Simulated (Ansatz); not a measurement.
# C₂H₆BBrSi: up Jacob's ladder to CCSD(T)

One table from this session's results is given with a row withheld; the runs are named, their logs left out.

The runs use Ansatz 0.2.0, Gaussian basis; functionals in def2-TZVPP, the program's frozen cores in correlated methods.

The runs, in order: PBE-D4, r2SCAN-D4, PBE0-D4, B3LYP-D4, ωB97X-V, ωB97M-V, B2PLYP; CCSD(T)/def2-TZVPP; MP2/def2-QZVPP; extrapolation to the limit.

### The relaxed structure

The geometry comes from an earlier relaxation with PBE0-D4 in a triple-zeta def2 set; it is a stationary point, not always the lowest conformer.

SMILES `C[Si]1(Br)BC1`, 11 atoms, charge 0, spin multiplicity 1.

Atoms are counted from 1 here; the program's logs count them from 0.

Bond lengths: C1–Si2 1.861 Å, C1–H6 1.092 Å, C1–H7 1.092 Å, C1–H8 1.092 Å, Si2–Br3 2.227 Å, Si2–B4 1.886 Å, Si2–C5 2.037 Å, B4–C5 1.485 Å, B4–H9 1.186 Å, C5–H10 1.095 Å, C5–H11 1.089 Å. Angles: Si2–C1–H6 108.6°, Si2–C1–H7 111.2°, Si2–C1–H8 110.7°, H6–C1–H7 108.0°, H6–C1–H8 108.5°, H7–C1–H8 109.7°, C1–Si2–Br3 107.4°, C1–Si2–B4 132.5°, C1–Si2–C5 107.4°, Br3–Si2–B4 120.1°, Br3–Si2–C5 123.6°, B4–Si2–C5 44.3°, Si2–B4–C5 73.3°, Si2–B4–H9 138.7°, C5–B4–H9 130.6°, Si2–C5–B4 62.4°, Si2–C5–H10 82.8°, Si2–C5–H11 143.6° and more.

Set-up of the first run:

Input file in.yaml:

```yaml
crystal:
  periodic: [false, false, false]
  atoms:
    - {symbol: C, position_ang: [-1.255831, -1.172700, -0.108933]}
    - {symbol: Si, position_ang: [0.011901, -0.078273, 0.702836]}
    - {symbol: Br, position_ang: [1.057672, -1.299676, 2.243161]}
    - {symbol: B, position_ang: [0.522835, 1.713225, 0.409434]}
    - {symbol: C, position_ang: [0.975489, 0.940135, -0.775228]}
    - {symbol: H, position_ang: [-1.978152, -1.489973, 0.646737]}
    - {symbol: H, position_ang: [-0.793988, -2.066828, -0.531765]}
    - {symbol: H, position_ang: [-1.789574, -0.629602, -0.891191]}
    - {symbol: H, position_ang: [1.046540, 2.598561, 1.000342]}
    - {symbol: H, position_ang: [0.324966, 0.342592, -1.422188]}
    - {symbol: H, position_ang: [1.943442, 1.085537, -1.252606]}
basis:
  gaussian: {orbitals: def2-TZVPP}
hamiltonian: {xc: pbe, dispersion: d4}
output: {forces: true, orbitals: {seedname: orbitals}}
```

Run with:

```sh
ansatz run in.yaml --threads 4 --pin off --events-out ev --progress --plain --max-ram 10444MiB
```

Among the steps run: PBE-D4 (GGA); r2SCAN-D4 (meta-GGA); PBE0-D4 (hybrid); B3LYP-D4 (hybrid); ωB97X-V (range-separated); ωB97M-V (range-separated); B2PLYP (double hybrid); CCSD(T) in def2-TZVPP; MP2 in def2-QZVPP.

One of the session's tables, all rows but one given; the rest of the session is left out.

| method | atomisation energy (kJ/mol) |
| --- | --- |
| PBE-D4 | 4053.9 |
| r2SCAN-D4 | 4011.8 |
| PBE0-D4 | 4007.2 |
| B3LYP-D4 | 3964.1 |
| ωB97X-V | 3976.9 |
| ωB97M-V | 3983.3 |
| B2PLYP | 3922.8 |
| HF/def2-TZVPP | 2972.9 |
| MP2/def2-TZVPP | 3931.6 |
| CCSD/def2-TZVPP | 3802.1 |
| CCSD(T)/def2-TZVPP | ? |
| MP2/CBS | 4032.6 |
| CCSD(T)/CBS | 3965.5 |

Q: Estimate the row for CCSD(T)/def2-TZVPP from the others.

The run gave: atomisation energy (kJ/mol): 3864.5. In the column «atomisation energy (kJ/mol)» it lies between CCSD/def2-TZVPP (3802.1) and B2PLYP (3922.8).
